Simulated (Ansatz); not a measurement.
# CH6AlNO: a ladder of functionals and wavefunction methods

An exercise on one series of results from a longer session: the logs are not shown, and one member is left open.

Method: functionals in def2-TZVPP, the program's frozen cores in correlated methods; program: Ansatz 0.2.0, Gaussian basis.

Levels to be run: LDA (SPW92), PBE-D4, revPBE-D4, BLYP-D4, r2SCAN-D4, B97M-V, PBE0-D4, B3LYP-D4, r2SCANh-D4, r2SCAN0-D4, HSE06-D4, BHLYP-D4, CAM-B3LYP-D4, LC-ωPBE, ωB97X-V, ωB97M-V, B2PLYP, PBE-QIDH; CCSD(T)/def2-SVP; CCSD(T)/def2-TZVPP; MP2/def2-QZVPP; extrapolation to the limit; RPA on PBE.

**The geometry**

All runs share one geometry, relaxed beforehand with PBE0-D4 in a triple-zeta def2 set.

SMILES `OC[NH][AlH2]`, 10 atoms, charge 0, spin multiplicity 1.

Atoms are counted from 1 here; the program's logs count them from 0.

Bond lengths: O1–C2 1.409 Å, O1–H5 0.962 Å, C2–N3 1.433 Å, C2–H6 1.095 Å, C2–H7 1.099 Å, N3–Al4 1.775 Å, N3–H8 1.011 Å, Al4–H9 1.582 Å, Al4–H10 1.583 Å. Angles: C2–O1–H5 107.4°, O1–C2–N3 113.4°, O1–C2–H6 104.4°, O1–C2–H7 111.0°, N3–C2–H6 111.8°, N3–C2–H7 108.2°, H6–C2–H7 108.0°, C2–N3–Al4 127.9°, C2–N3–H8 111.3°, Al4–N3–H8 120.7°, N3–Al4–H9 117.7°, N3–Al4–H10 116.8°, H9–Al4–H10 125.4°.

Geometry (Å):

```
O     0.0895   -0.0302   -2.0962
C     0.6170   -0.4090   -0.8454
N    -0.3668   -0.4563    0.1955
Al   -0.4223    0.5007    1.6895
H    -0.3564    0.8139   -1.9775
H     1.0661   -1.3909   -1.0251
H     1.4156    0.2766   -0.5306
H    -1.0728   -1.1545    0.0028
H    -1.6040    0.2171    2.7018
H     0.7171    1.5814    1.8881
```

Set-up of the first run:

in.yaml reads:

```yaml
crystal:
  periodic: [false, false, false]
  atoms:
    - {symbol: O, position_ang: [0.089539, -0.030174, -2.096214]}
    - {symbol: C, position_ang: [0.617023, -0.408973, -0.845380]}
    - {symbol: N, position_ang: [-0.366832, -0.456333, 0.195483]}
    - {symbol: Al, position_ang: [-0.422279, 0.500655, 1.689482]}
    - {symbol: H, position_ang: [-0.356375, 0.813938, -1.977466]}
    - {symbol: H, position_ang: [1.066111, -1.390898, -1.025149]}
    - {symbol: H, position_ang: [1.415586, 0.276558, -0.530585]}
    - {symbol: H, position_ang: [-1.072810, -1.154493, 0.002847]}
    - {symbol: H, position_ang: [-1.603991, 0.217058, 2.701841]}
    - {symbol: H, position_ang: [0.717129, 1.581362, 1.888141]}
basis:
  gaussian: {orbitals: def2-TZVPP}
hamiltonian: {xc: lda}
output: {orbitals: {seedname: orbitals}}
```

On the command line:

```
$ ansatz run in.yaml --threads 2 --pin off --events-out ev --progress --plain --max-ram 4352MiB
```

Steps of the session up to this table: LDA; PBE-D4 (GGA); revPBE-D4 (GGA); BLYP-D4 (GGA); r2SCAN-D4 (meta-GGA); B97M-V (meta-GGA); B3LYP-D4 (hybrid); r2SCANh-D4 (hybrid); r2SCAN0-D4 (hybrid); HSE06-D4 (hybrid); BHLYP-D4 (hybrid); CAM-B3LYP-D4 (range-separated); LC-ωPBE (range-separated); ωB97X-V (range-separated); ωB97M-V (range-separated); B2PLYP (double hybrid); PBE-QIDH (double hybrid).

One table of the session follows, with a row left open; its other results are not shown here.

It belongs to the step «Frontier levels by functional». 

| functional | HOMO (eV) | gap (eV) |
| --- | --- | --- |
| LDA (SPW92) | -6.21 | 4.30 |
| PBE-D4 | -6.04 | 4.35 |
| revPBE-D4 | -5.97 | 4.38 |
| BLYP-D4 | -5.93 | 4.35 |
| r2SCAN-D4 | -6.30 | 4.95 |
| B97M-V | -6.43 | 4.83 |
| PBE0-D4 | -7.40 | 6.45 |
| B3LYP-D4 | -7.18 | 6.02 |
| r2SCANh-D4 | -6.82 | 5.72 |
| r2SCAN0-D4 | -7.59 | 6.85 |
| HSE06-D4 | -6.99 | 5.68 |
| BHLYP-D4 | ? | ? |
| CAM-B3LYP-D4 | -8.82 | 8.77 |
| LC-ωPBE | -10.18 | 11.21 |
| ωB97X-V | -9.82 | 10.74 |
| ωB97M-V | -9.75 | 10.39 |

Estimate the missing values for BHLYP-D4.

Worked estimate for «HOMO (eV)». Against the share of exact exchange, BLYP-D4 (0, -5.93), B3LYP-D4 (0.2, -7.18) give a slope of -6.25 per unit share; at 0.5 the line stands at -9.05.

As computed: HOMO (eV): -8.67; gap (eV): 8.45. In «HOMO (eV)» the line misses by -0.38.
